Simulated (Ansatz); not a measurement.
# CuTe (CsCl type): one cell under locks on the spin (series 2), part 3 of 3

What does it cost to force the spins of CuTe (CsCl type) into other sizes and orders? Cell and atoms stay fixed. This structure was made by substitution into a known type, so it needn't be the compound's stable form.

Ansatz 0.2.0; DFT LDA+U (U_eff = 1 eV on Cu d), plane waves, PAW.

### Step 5. Antiferromagnetic start, free

The input, input.yaml:

```yaml
crystal:
  lattice:
    - [3.47530364, 0.0, 3.47530364]
    - [0.0, 3.47530364, 3.47530364]
    - [0.0, 0.0, 6.95060728]
  atoms:
    - { symbol: Cu, position: [0.0, 0.0, 0.0], spin: 1.0 }
    - { symbol: Te, position: [0.5, 0.5, 0.75] }
    - { symbol: Cu, position: [0.0, 0.0, 0.5], spin: -1.0 }
    - { symbol: Te, position: [0.5, 0.5, 0.25] }
basis:
  ecutwfc: 420
  ecutrho_ratio: 4
kpoints:
  mp_grid: { grid: [6, 6, 6] }
hamiltonian:
  xc: lda
  hubbard:
    sites:
      - { site: 0, l: d, u_eff: 1.0, starting_ns: [{ spin: up, occupation_matrix: s0up }, { spin: down, occupation_matrix: s0down }] }
      - { site: 2, l: d, u_eff: 1.0, starting_ns: [{ spin: up, occupation_matrix: s2up }, { spin: down, occupation_matrix: s2down }] }
    occupation_matrices:
      s0up:
        matrix:
          - [0.97, 0.0, 0.0, 0.0, 0.0]
          - [0.0, 0.97, 0.0, 0.0, 0.0]
          - [0.0, 0.0, 0.97, 0.0, 0.0]
          - [0.0, 0.0, 0.0, 0.97, 0.0]
          - [0.0, 0.0, 0.0, 0.0, 0.97]
      s0down:
        matrix:
          - [0.97, 0.0, 0.0, 0.0, 0.0]
          - [0.0, 0.02, 0.0, 0.0, 0.0]
          - [0.0, 0.0, 0.97, 0.0, 0.0]
          - [0.0, 0.0, 0.0, 0.97, 0.0]
          - [0.0, 0.0, 0.0, 0.0, 0.97]
      s2up:
        matrix:
          - [0.97, 0.0, 0.0, 0.0, 0.0]
          - [0.0, 0.02, 0.0, 0.0, 0.0]
          - [0.0, 0.0, 0.97, 0.0, 0.0]
          - [0.0, 0.0, 0.0, 0.97, 0.0]
          - [0.0, 0.0, 0.0, 0.0, 0.97]
      s2down:
        matrix:
          - [0.97, 0.0, 0.0, 0.0, 0.0]
          - [0.0, 0.97, 0.0, 0.0, 0.0]
          - [0.0, 0.0, 0.97, 0.0, 0.0]
          - [0.0, 0.0, 0.0, 0.97, 0.0]
          - [0.0, 0.0, 0.0, 0.0, 0.97]
    ns_hold: { iters: 8 }
scf:
  occupations: { method: gaussian, width: 0.05 }
  lower_state_search: "off"
  max_iter: 150
output:
  forces: true
  stress: true
  eigenvalues: true
  populations: true
  hubbard: { sites: [{ site: 0, l: d }, { site: 2, l: d }] }
  write_density: true
  write_potential: true
  elf: true
  volumetric_format: npy
magnetization:
  spin_polarized: true
```

The typed matrices put 0.97 on the chosen orbitals and 0.02 on the others, and are held for 8 cycles.

Command:

```
ansatz run input.yaml --threads 2 --pin off --max-ram 3072MiB --backend cpu --events-out ev --progress --plain --runs-dir out
```

Log, cut to the lines that bear on the results:

```text
Warning: crystal.symmetry: narrowed to the stabiliser of the occupation matrices — unitary ops 48 → 16, anti-unitary 48 → 16; lowered by the specified shells (site 0, l: d), (site 2, l: d); largest admitted image defect 8.9e-16, smallest excluded 9.5e-1 — at a splitting's scale: the group [...]
Warning: RAYON_NUM_THREADS=2 ignored (pool sized by the plan → 2); use --threads N
Cu: projections on atomic orbitals take those of the free atom [Ne] 3s2 3p6 3d10 4s1, of charge +0.00 (hamiltonian.pseudopotentials.projection_atoms); the dataset's partial waves leave at most 2.0e-6 of an orbital's norm unspanned inside its sphere
Te: projections on atomic orbitals take those of the free atom [Kr] 4d10 5s2 5p4, of charge +0.00 (hamiltonian.pseudopotentials.projection_atoms); the dataset's partial waves leave at most 7.8e-6 of an orbital's norm unspanned inside its sphere
[...]
WARN: the starting moments were not kept: the SCF closed with an absolute magnetisation of 3.9e-6 μB, where they sum to 2 μB in size (2 sites). That is at most 0.1 of that sum. Measured as dr2_m measures the in/out step, that magnetisation stands 2.7e-12 eV from none, at or under the [...]
WARN: hamiltonian.hubbard: on 2 of 4 specified blocks the occupation matrix of this SCF's result fails the test of the specified filling. At site 0 ↓ (sites count from 0 in the list of atoms of the cell that this SCF solves) the least filled combination of the orbitals specified full has [...]
  specified occupation → Cu0 d_3D up: matrix, ‖Δ‖_F = 0.0352, Tr Δ = -0.0614, displaced = 0.0307, d_λ = 0.0352; orbital distance = 0.0000
  specified occupation → Cu0 d_3D dn: matrix, ‖Δ‖_F = 0.9549, Tr Δ = -1.0114, displaced = 0.5057, d_λ = 0.9549; orbital distance = 0.8165
  Cu2 d_3D: site group Oh (m-3m)
  Cu2 d_3D up     Tr n = 4.9114  λ = 0.974 0.974 0.974 0.994 0.994  [3× xz 0.33 (T2g 1.00) T2g(1.00) | 2× z2 0.50 (Eg 1.00) Eg(1.00)]
  Cu2 d_3D dn     Tr n = 4.9114  λ = 0.974 0.974 0.974 0.994 0.994  [3× xz 0.33 (T2g 1.00) T2g(1.00) | 2× z2 0.50 (Eg 1.00) Eg(1.00)]
  specified occupation → Cu2 d_3D up: matrix, ‖Δ‖_F = 0.9549, Tr Δ = -1.0114, displaced = 0.5057, d_λ = 0.9549; orbital distance = 0.8165
  specified occupation → Cu2 d_3D dn: matrix, ‖Δ‖_F = 0.0352, Tr Δ = -0.0614, displaced = 0.0307, d_λ = 0.0352; orbital distance = 0.0000
  Tr n, λ and their labels are of the run-group-symmetrised matrices; stabiliser: 192 of 192 elements of G0×{1,Θ} (closed), max defect 1.4e-7 at τ = 3.5e-5
```

Run time: 6.2 s. Hardware: 2 threads of Intel Xeon Platinum 8488C (Sapphire Rapids), shared host; peak memory 0.59 GiB.

Result: no gap, pressure -8.1 GPa, no moment over 0.05 μB in any sphere, largest force component 0.00 eV/Å, 16 symmetry operations imposed. The program reports that the typed filling wasn't kept.

The shells' filling, with natural orbitals sorted by occupation:

| shell | channel | electrons | over 0.8 | 0.2 to 0.8 | under 0.2 |
| --- | --- | --- | --- | --- | --- |
| Cu 3d (atom 1) | up | 4.91 | 5 | 0 | 0 |
| Cu 3d (atom 1) | down | 4.91 | 5 | 0 | 0 |

Density in a lattice plane of the grid's cell (edges 4.91 and 6.95 Å, at 0.000 of the third edge), which holds Cu.

Ten even steps from ' ' (0.07 e/Å³) to '@' (70.31 e/Å³):
```
--==..                          
  ....                          
                                
                                
                                
                                
                                
                            ..  
--                          ..==
@@==                          ==
--==..                          
    ..                          
                                
                                
                                
                                
                                
                            ....
--                          ..==
@@==                          ==
```
Columns run along the first of these edges and rows up along the second, over one cell in 16 and 20 even steps from the bottom left corner. Atoms in the plane (fractional): Cu at (0.00, 0.00), Cu at (0.00, 0.50).

ELF in the same plane.

Values, 12 rows by 8 columns:
```
0.29 0.42 0.16 0.15 0.17 0.17 0.16 0.14
0.14 0.17 0.16 0.13 0.14 0.17 0.16 0.13
0.11 0.14 0.15 0.14 0.12 0.14 0.14 0.14
0.14 0.13 0.16 0.17 0.14 0.13 0.16 0.17
0.31 0.14 0.16 0.17 0.17 0.15 0.16 0.41
0.91 0.27 0.15 0.17 0.17 0.17 0.15 0.27
0.31 0.41 0.16 0.15 0.17 0.17 0.16 0.14
0.14 0.17 0.16 0.13 0.14 0.17 0.16 0.13
0.11 0.14 0.14 0.14 0.12 0.14 0.15 0.14
0.14 0.13 0.16 0.17 0.14 0.13 0.16 0.17
0.29 0.14 0.16 0.17 0.17 0.15 0.16 0.42
0.93 0.26 0.15 0.17 0.17 0.17 0.15 0.26
```
Columns run along the first of these edges and rows up along the second, over one cell in 8 and 12 even steps from the bottom left corner. Atoms in the plane (fractional): Cu at (0.00, 0.00), Cu at (0.00, 0.50).

Both are smooth fields of the valence electrons: close to the nuclei they are not physical.

Maxima of ELF outside the ion cores: 0.57 on the Te–Cu line, 1.2 Å from Te; 0.57 beside Te, off the lines to its neighbours, 1.2 Å from Te.

ELF in the plane through atom 1 (Cu) and two of its nearest Te neighbours, 7.2 Å on a side, that atom in the middle and its first bond to the right.

Ten even steps from '0' (0.03) to '9' (0.93):
```
3111111111135544455531111
4211354211255410025542113
4212598311255300014542125
4211244211255420035542112
2111111111135555555421111
2232111110113455543212222
4555532111111122221245555
5445554211111111124554455
3101455311245311135531013
2000255311279721135520002
3101355311135421135541013
5544554211111111124555445
5555421222211111112355554
2222123455543110111112322
1111245555555311111111112
2112455300245521124421124
5212454100035521138952124
3112455200145521124531124
1111355544455311111111113
```
Atoms in the plane (Å from the middle): Te (-1.0, -2.8), Te (-3.0, 0.0), Te (3.0, 0.0), Cu (-2.0, 2.8), Te (1.0, 2.8), Cu (0.0, 0.0), Cu (2.0, -2.8).

### Step 6. Total moment held at first, then free, 1.00 μB per cell

The input, input.yaml:

```yaml
crystal:
  lattice:
    - [3.47530364, 0.0, 3.47530364]
    - [0.0, 3.47530364, 3.47530364]
    - [0.0, 0.0, 6.95060728]
  atoms:
    - { symbol: Cu, position: [0.0, 0.0, 0.0], spin: 0.5 }
    - { symbol: Te, position: [0.5, 0.5, 0.75] }
    - { symbol: Cu, position: [0.0, 0.0, 0.5], spin: 0.5 }
    - { symbol: Te, position: [0.5, 0.5, 0.25] }
basis:
  ecutwfc: 420
  ecutrho_ratio: 4
kpoints:
  mp_grid: { grid: [6, 6, 6] }
hamiltonian:
  xc: lda
  hubbard:
    sites: [{ site: 0, l: d, u_eff: 1.0 }, { site: 2, l: d, u_eff: 1.0 }]
scf:
  occupations: { method: gaussian, width: 0.05 }
  lower_state_search: "off"
  max_iter: 150
output:
  forces: true
  stress: true
  eigenvalues: true
  populations: true
  hubbard: { sites: [{ site: 0, l: d }, { site: 2, l: d }] }
magnetization:
  spin_polarized: true
  initial_magnetization: 1.0
  spin_locking: { lock_magnetization: soft, n_iters: 6 }
```

The lock is temporary (n_iters 6) and is released on the way.

Command:

```
ansatz run input.yaml --threads 2 --pin off --max-ram 3072MiB --backend cpu --events-out ev --progress --plain --runs-dir out
```

Log, cut to the lines that bear on the results:

```text
Warning: output.stress: scf.convergence.dr2_threshold = 1e-7 eV (the SCF's general default) is looser than the 4e-10 eV advised for a printed stress (1e-10 eV for each atom of the cell: 4). What an SCF threshold leaves in a stress goes as its square root, and in the free energy as the [...]
Warning: RAYON_NUM_THREADS=2 ignored (pool sized by the plan → 2); use --threads N
Cu: projections on atomic orbitals take those of the free atom [Ne] 3s2 3p6 3d10 4s1, of charge +0.00 (hamiltonian.pseudopotentials.projection_atoms); the dataset's partial waves leave at most 2.0e-6 of an orbital's norm unspanned inside its sphere
[...]
WARN: the starting moments were not kept: the SCF closed with an absolute magnetisation of 3.4e-6 μB, where they sum to 1 μB in size (2 sites). That is at most 0.1 of that sum. Measured as dr2_m measures the in/out step, that magnetisation stands 1.7e-12 eV from none, at or under the [...]
  spilling = 0.005049 (of n_electrons = 70.000000)
--- Occupation matrices: 2 shells (run DFT+U table (all-electron-ortho-atomic); ε = 3.07e-4) ---
  Cu0 d_3D: site group Oh (m-3m)
  Cu0 d_3D up     Tr n = 4.9114  λ = 0.974 0.974 0.974 0.994 0.994  [3× xz 0.33 (T2g 1.00) T2g(1.00) | 2× z2 0.50 (Eg 1.00) Eg(1.00)]
  Cu0 d_3D dn     Tr n = 4.9114  λ = 0.974 0.974 0.974 0.994 0.994  [3× xz 0.33 (T2g 1.00) T2g(1.00) | 2× z2 0.50 (Eg 1.00) Eg(1.00)]
  Cu2 d_3D: site group Oh (m-3m)
  Cu2 d_3D up     Tr n = 4.9114  λ = 0.974 0.974 0.974 0.994 0.994  [3× xz 0.33 (T2g 1.00) T2g(1.00) | 2× z2 0.50 (Eg 1.00) Eg(1.00)]
  Cu2 d_3D dn     Tr n = 4.9114  λ = 0.974 0.974 0.974 0.994 0.994  [3× xz 0.33 (T2g 1.00) T2g(1.00) | 2× z2 0.50 (Eg 1.00) Eg(1.00)]
  Tr n, λ and their labels are of the run-group-symmetrised matrices; stabiliser: 192 of 192 elements of G0×{1,Θ} (closed), max defect 1.5e-7 at τ = 6.5e-5
```

Run time: 5.1 s. Hardware: 2 threads of Intel Xeon Platinum 8488C (Sapphire Rapids), shared host; peak memory 0.54 GiB.

Result: no gap, pressure -8.1 GPa, no moment over 0.05 μB in any sphere, largest force component 0.00 eV/Å, 96 symmetry operations imposed.

How the shells are filled (orbitals counted by the eigenvalues of the occupation matrices):

| shell | channel | electrons | over 0.8 | 0.2 to 0.8 | under 0.2 |
| --- | --- | --- | --- | --- | --- |
| Cu 3d (atom 1) | up | 4.91 | 5 | 0 | 0 |
| Cu 3d (atom 1) | down | 4.91 | 5 | 0 | 0 |

### Step 7. Total moment locked, 1.00 μB per cell

input.yaml: that of step 6 with these lines changed.

```diff
@@ -32,2 +32,2 @@
   initial_magnetization: 1.0
-  spin_locking: { lock_magnetization: soft, n_iters: 6 }
+  spin_locking: { lock_magnetization: hard }
```

The lock stays on to the end, so the result is a constrained state unless its moments die out.

Command:

```
ansatz run input.yaml --threads 2 --pin off --max-ram 3072MiB --backend cpu --events-out ev --progress --plain --runs-dir out
```

Log, cut to the lines that bear on the results:

```text
Warning: output.stress: scf.convergence.dr2_threshold = 1e-7 eV (the SCF's general default) is looser than the 4e-10 eV advised for a printed stress (1e-10 eV for each atom of the cell: 4). What an SCF threshold leaves in a stress goes as its square root, and in the free energy as the [...]
Warning: RAYON_NUM_THREADS=2 ignored (pool sized by the plan → 2); use --threads N
[...]
  Cu0 d_3D up     Tr n = 4.9383  λ = 0.982 0.982 0.982 0.996 0.996  [3× xz 0.33 (T2g 1.00) T2g(1.00) | 2× z2 0.50 (Eg 1.00) Eg(1.00)]
  Cu0 d_3D dn     Tr n = 4.8851  λ = 0.967 0.967 0.967 0.991 0.991  [3× xz 0.33 (T2g 1.00) T2g(1.00) | 2× z2 0.50 (Eg 1.00) Eg(1.00)]
  Cu2 d_3D: site group Oh (m-3m)
  Cu2 d_3D up     Tr n = 4.9383  λ = 0.982 0.982 0.982 0.996 0.996  [3× xz 0.33 (T2g 1.00) T2g(1.00) | 2× z2 0.50 (Eg 1.00) Eg(1.00)]
  Cu2 d_3D dn     Tr n = 4.8851  λ = 0.967 0.967 0.967 0.991 0.991  [3× xz 0.33 (T2g 1.00) T2g(1.00) | 2× z2 0.50 (Eg 1.00) Eg(1.00)]
  Tr n, λ and their labels are of the run-group-symmetrised matrices; stabiliser: 96 of 192 elements of G0×{1,Θ} (closed), max defect 3.4e-15 at τ = 2.6e-5
```

Wall time 3.9 s (2 threads of Intel Xeon Platinum 8488C (Sapphire Rapids), shared host); peak memory 0.53 GiB.

Result: no gap, pressure -7.5 GPa, moments in spheres Cu 0.15; Te 0.21 μB, largest force component 0.00 eV/Å, 96 symmetry operations imposed.

How the shells are filled (orbitals counted by the eigenvalues of the occupation matrices):

| shell | channel | electrons | over 0.8 | 0.2 to 0.8 | under 0.2 |
| --- | --- | --- | --- | --- | --- |
| Cu 3d (atom 1) | up | 4.94 | 5 | 0 | 0 |
| Cu 3d (atom 1) | down | 4.89 | 5 | 0 | 0 |

### Step 8. Results

The summary covers parts 1 to 3.

Energies count from the lowest free state and have the smearing extrapolated to zero; for held moments they are taken at the target, with the constraint's term.

| start | energy (meV/atom) | gap (eV) | pressure (GPa) | largest moment (μB) | SCF cycles | time |
| --- | --- | --- | --- | --- | --- | --- |
| ferromagnetic start, free, natural orbitals of the symmetric run filled by rank (earlier series) | 0.0 | metal | -8.1 | 0.00 | 22 | 12 s |
| canted directions held, 90° [held] | 0.0 | metal | -8.1 | 0.00 | 20 | 65 s |
| ferromagnetic start, free, default search | 0.0 | metal | -8.1 | 0.00 | 16 | 4.8 s |
| total moment held at first, then free, 1.00 μB per cell | 0.0 | metal | -8.1 | 0.00 | 18 | 5.1 s |
| antiferromagnetic start, free | 0.0 | metal | -8.1 | 0.00 | 18 | 6.2 s |
| total moment locked, 1.00 μB per cell [held] | 31.8 | metal | -7.5 | 0.21 | 11 | 3.9 s |
| site moments held (series factor 0.3; the input gives the size) [held] | 57.4 | metal | -8.1 | 0.31 | 25 | 6.7 s |

The 4 free runs end within about 1 meV/atom of each other. The run with the program's default settings reaches the lowest one found. Moments of non-collinear runs come from another integration than those of collinear runs, so the two kinds don't compare to better than a few tenths of a μB. The lock of «canted directions held, 90°» costs nothing: that run ends at the energy of the lowest free state, with its moments gone, so the lock held nothing. The lowest state found need not be the ground state, and the geometry wasn't relaxed for any of them.
